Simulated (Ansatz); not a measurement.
# Ga3Se: the cost of one run

Method: DFT PBE, scalar-relativistic, plane waves, PAW, unless a step names another level, in Ansatz 0.2.0.

1 further run of the same task is left out (set aside as unsound or not needed). Runs told in other sessions of the task aren't counted.

### Step 1. Starting point

The structure is trigonal, space group R-3m (No. 166). The conventional cell has a = 3.730 Å, b = 3.730 Å, c = 20.820 Å, α = 90.00°, β = 90.00°, γ = 120.00°. Ga (site symmetry 3m) has 3 Se at 2.75 Å and 3 Ga at 2.79 Å in its first shell of neighbours. Around Ga (site symmetry -3m) lie 6 Ga at 2.79 Å. Around Se (site symmetry -3m) lie 6 Ga at 2.75 Å.

Structure file:

```cif
data_structure
_symmetry_space_group_name_H-M 'P 1'
_symmetry_Int_Tables_number 1
_cell_length_a 7.2665
_cell_length_b 7.2665
_cell_length_c 7.2665
_cell_angle_alpha 29.745
_cell_angle_beta 29.745
_cell_angle_gamma 29.745
_cell_volume 83.62
loop_
_atom_site_label
_atom_site_type_symbol
_atom_site_fract_x
_atom_site_fract_y
_atom_site_fract_z
_atom_site_occupancy
Ga1 Ga 0.75155 0.75155 0.75155 1
Ga2 Ga 0.24845 0.24845 0.24845 1
Ga3 Ga 0.00000 0.00000 0.00000 1
Se1 Se 0.50000 0.50000 0.50000 1
```

It is the end of an earlier relaxation with the same method, from a generated guess; it is a trial structure. At a tolerance of 0.05 Å it has space group R-3m (No. 166); it has 20.91 Å³/atom, an uncorrected energy of -0.15 eV/atom over the elements.

### Step 2. Static run: bands, density of states and charges

input.yaml

```yaml
crystal:
  lattice:
    - [1.8650552476, 1.0767901493, 6.9399888918]
    - [-1.8650552476, 1.0767901493, 6.9399888918]
    - [0.0, -2.1535802986, 6.9399888918]
  atoms:
    - { symbol: Ga, position: [0.7515520692, 0.7515520692, 0.7515520692] }
    - { symbol: Ga, position: [0.2484479308, 0.2484479308, 0.2484479308] }
    - { symbol: Ga, position: [0.0, 0.0, 0.0] }
    - { symbol: Se, position: [0.5, 0.5, 0.5] }
basis:
  ecutwfc: 420
kpoints:
  mp_grid: { grid: [12, 12, 12] }
  band_path:
    path:
      - [[0.0, 0.0, 0.0], [0.5, 0.5, 0.5], [0.81728414, 0.18271586, 0.5]]
      - [[0.5, -0.18271586, 0.18271586], [0.5, 0.0, 0.0], [0.0, 0.0, 0.0], [0.34135793, -0.34135793, 0.0]]
      - [[0.65864207, 0.0, 0.34135793], [0.5, 0.0, 0.5], [0.0, 0.0, 0.0]]
    npoints: 14
hamiltonian:
  xc: pbe
scf:
  occupations: { method: gaussian, width: 0.1 }
  n_extra_bands: 10
output:
  forces: true
  stress: true
  eigenvalues: true
  populations: true
  dos: { projected: true, de: 0.02, nscf_kmesh: { grid: [15, 15, 15] } }
  bader: true
  write_density: true
  write_potential: true
  elf: true
  volumetric_format: npy
```

The run is started by

```console
ansatz run input.yaml --threads 1 --pin off --max-ram 2560MiB --backend cpu --events-out ev --progress --plain --runs-dir out
```

What time and memory should one allow on 1 thread of Arm Neoverse V1, shared host?

About 1.8 min, with a peak of 0.87 GiB.
